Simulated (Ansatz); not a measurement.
# GdMg: how the settings move a single-point run

Question: which choices in the input matter for GdMg?

Program: Ansatz 0.2.0. Level of theory: reference: DFT, PBEsol, PAW with Ansatz's default frozen-core files, scalar-relativistic. These are calculated values, not measurements.

### Step 1. The structure to begin with

The structure is cubic, space group Pm-3m (No. 221). Conventional cell: a = 3.824 Å, b = 3.824 Å, c = 3.824 Å, α = 90.00°, β = 90.00°, γ = 90.00°. Gd (site symmetry m-3m) has 8 Mg at 3.31 Å in its first shell of neighbours. Mg (site symmetry m-3m) is surrounded by 8 Gd at 3.31 Å.

Coordinates:

```
CELL_PARAMETERS angstrom
3.82400 0.00000 0.00000
0.00000 3.82400 0.00000
0.00000 0.00000 3.82400
ATOMIC_POSITIONS crystal
Gd 0.00000 0.00000 0.00000
Mg 0.50000 0.50000 0.50000
```

### Step 2. Reference

The input, input.yaml:

```yaml
crystal:
  lattice:
    - [3.824, 0.0, 0.0]
    - [0.0, 3.824, 0.0]
    - [0.0, 0.0, 3.824]
  atoms:
    - { symbol: Gd, position: [0.0, 0.0, 0.0], spin: 7.2, spin_axis: [1.0, 0.0, 0.0] }
    - { symbol: Mg, position: [0.5, 0.5, 0.5] }
magnetization:
  noncollinear: true
  spin_spiral: { q: [0.5, 0.5, 0.0] }
kpoints:
  mp_grid: { grid: [10, 10, 10], shift: [0.5, 0.5, 0.0] }
scf:
  occupations: { method: fermi_dirac, width: 0.05 }
hamiltonian:
  xc: pbesol
  pseudopotentials: { kind: paw }
output:
  eigenvalues: false
```

On the command line:

```console
> ansatz run input.yaml --threads 2 --pin off --max-ram 5120MiB --backend cpu --events-out ev --progress --plain --runs-dir out
```

### Step 3. Changing settings: starting moments, lock_directions true

input.yaml, as its differences from that of step 2:

```diff
@@ -6,3 +6,3 @@
   atoms:
-    - { symbol: Gd, position: [0.0, 0.0, 0.0], spin: 7.2, spin_axis: [1.0, 0.0, 0.0] }
+    - { symbol: Gd, position: [0.0, 0.0, 0.0], spin: 7.2, spin_axis: [0.25881905, 0.0, 0.96592583] }
     - { symbol: Mg, position: [0.5, 0.5, 0.5] }
@@ -11,2 +11,3 @@
   spin_spiral: { q: [0.5, 0.5, 0.0] }
+  spin_locking: { lock_directions: true }
 kpoints:
```

Q: Predict the outcome of this session. Wanted: for each run, ending; energy change; abs. moment.

The runs gave:

| run | ending | energy change | abs. moment (μB) | cycles | time |
| --- | --- | --- | --- | --- | --- |
| reference | converged | 0 | 7.53 | 23 | 2.4 min |
| 1: starting moments, lock_directions true | converged | -4.4 meV/atom | 7.61 | 18 | 13 min |

Residual by cycle in the longest SCF loop of each run; runs are numbered as in the table. The quantity is the density residual dr2, in eV.

| cycle | reference | run 1 |
| --- | --- | --- |
| 1 | 1.08 | 1.1 |
| 3 | 0.671 | 26.8 |
| 5 | 0.0517 | 0.529 |
| 6 | 0.203 | 0.429 |
| 8 | 0.00344 | 0.0261 |
| 10 | 0.00692 | 4.8e-5 |
| 12 | 7.8e-4 | 5.8e-5 |
| 14 | 3.5e-5 | 5.1e-7 |
| 16 | 2.4e-6 | 5.9e-9 |
| 17 | 3.5e-6 | - |
| 19 | 3.4e-6 | - |
| 21 | 9.6e-9 | - |

Changing the constraint on the moments moves the energy by -4.4 meV/atom, and the absolute moment goes from 7.53 to 7.61 μB. The order is imposed by the input, not reached freely. Cost: 18 SCF cycles against 23, 13 min against 2.4 min.
